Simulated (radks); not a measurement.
# Valence configurations of Dy³⁺

The task here is to estimate one member of a computed series from the others.

Method: Dirac Kohn-Sham, PBE, spin-unpolarised, spherical densities, finite nucleus; open shells fill j = l - 1/2 first. Code: radks (a radial shooting solver on a logarithmic mesh, Libxc functionals) version 1.

### The atom as given

```
element            : dysprosium (Z = 66)
charge             : +3
electrons          : 63
configuration      : [Xe] 4f9
nuclear rms radius : 5.2218 fm
others tried       : 4f8.5 5d0.5; 4f8 6s1; 4f7 6s2; 4f7 6p2; 4f8.5 6p0.5; 4f7 5d2; 4f7 6s1 6p1; 4f8 6p1; 4f6 5d1 6p2
```

Set-up of the first run:

Settings of this run:

```text
Z 66
configuration [Xe] 4f9
relativity Dirac
functional pbe,pbe
spin unpolarised
j_filling energy
nucleus finite rms 5.2218 fm
c 137.035999084
```

Steps of the session up to this table: [Xe] 4f9.

One table of the session follows, with a row left open; its other results are not shown here.

It belongs to the step «[Xe] 4f9». Radial moments (bohr):

| level | <r> | outermost maximum (interpolated) | 90 % within | nodes |
| --- | --- | --- | --- | --- |
| 4p3/2 | 0.5701 | 0.524 | 0.829 | 2 |
| 4d3/2 | 0.6017 | 0.529 | 0.904 | 1 |
| 4d5/2 | 0.6125 | 0.538 | 0.920 | 1 |
| 5s1/2 | 1.276 | 1.15 | 1.83 | 4 |
| 5p1/2 | 1.418 | 1.25 | 2.07 | 3 |
| 5p3/2 | 1.507 | 1.32 | 2.20 | 3 |
| 4f5/2 | ? | ? | ? | ? |
| 4f7/2 | 0.8129 | 0.537 | 1.39 | 0 |

Q: Estimate the row for 4f5/2 from the others.

As computed: <r>: 0.8011; outermost maximum (interpolated): 0.532; 90 % within: 1.37; nodes: 0. In the column «<r>» it lies between 4d5/2 (0.6125) and 4f7/2 (0.8129).
